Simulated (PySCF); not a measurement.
# Towards the basis-set limit for GaF

What constants does extrapolated CCSD(T) give for GaF, and what does each step add?

Method: CCSD(T) on RHF, scalar-relativistic core potentials; program: PySCF 2.14.0.

2 further runs of the same task are left out: 2 set aside as unsound or not needed.

**1. Set-up**

| Item | Value |
| --- | --- |
| molecule | GaF |
| state | singlet, unpaired electrons none |
| smaller basis | Ga cc-pwCVDZ-PP with ECP10, F aug-cc-pVDZ |
| larger basis | Ga cc-pwCVTZ-PP with ECP10, F aug-cc-pVTZ |
| frozen core orbitals | 5 |
| extrapolation | correlation as n⁻³ (n = 2, 3), Hartree–Fock as (n+1)·exp(−9√n) |
| corrections | core–valence correlation |
| distances (Å) | 1.5787, 1.6505, 1.7222, 1.7940, 1.8657, 1.9554, 2.0451 |
| masses (u) | 68.9256, 18.9984 |
| dissociation limit | Ga + F |

Launch:

```bash
> OMP_NUM_THREADS=4 python comp.py task.json out
```

**2. Coupled cluster at each distance**

What does the calculation give? Wanted: for each run, Re; ωe; ωexe; αe; De.

As calculated:

| level | Re (Å) | ωe (cm⁻¹) | ωexe (cm⁻¹) | αe (cm⁻¹) | De (eV) |
| --- | --- | --- | --- | --- | --- |
| CCSD(T), smaller basis | 1.7910 | 602.1 | 3.05 | 0.00277 | 5.928 |
| CCSD(T), larger basis | 1.7772 | 616.3 | 3.30 | 0.00288 | 6.057 |
| HF/CBS | 1.7608 | 646.2 | 3.65 | 0.00294 | 4.210 |
| MP2/CBS | 1.7761 | 612.7 | 3.25 | 0.00289 | 6.454 |
| CCSD/CBS | 1.7696 | 626.8 | 3.35 | 0.00288 | 5.941 |
| CCSD(T)/CBS | 1.7751 | 617.9 | 3.29 | 0.00288 | 6.122 |
| CCSD(T)/CBS+CV | 1.7746 | 618.2 | 3.30 | 0.00289 | 6.130 |

**Reading.** The last step gives Re = 1.7746 Å, ωe = 618.2 cm⁻¹ and De = 6.130 eV; the smaller basis alone is off from it by +16.5 mÅ and -0.20 eV. Near the minimum the mean field binds by 4.20 eV and correlation adds 1.92 eV of binding. T1 is 0.019. Spin–orbit coupling and excitations beyond (T) are left out.
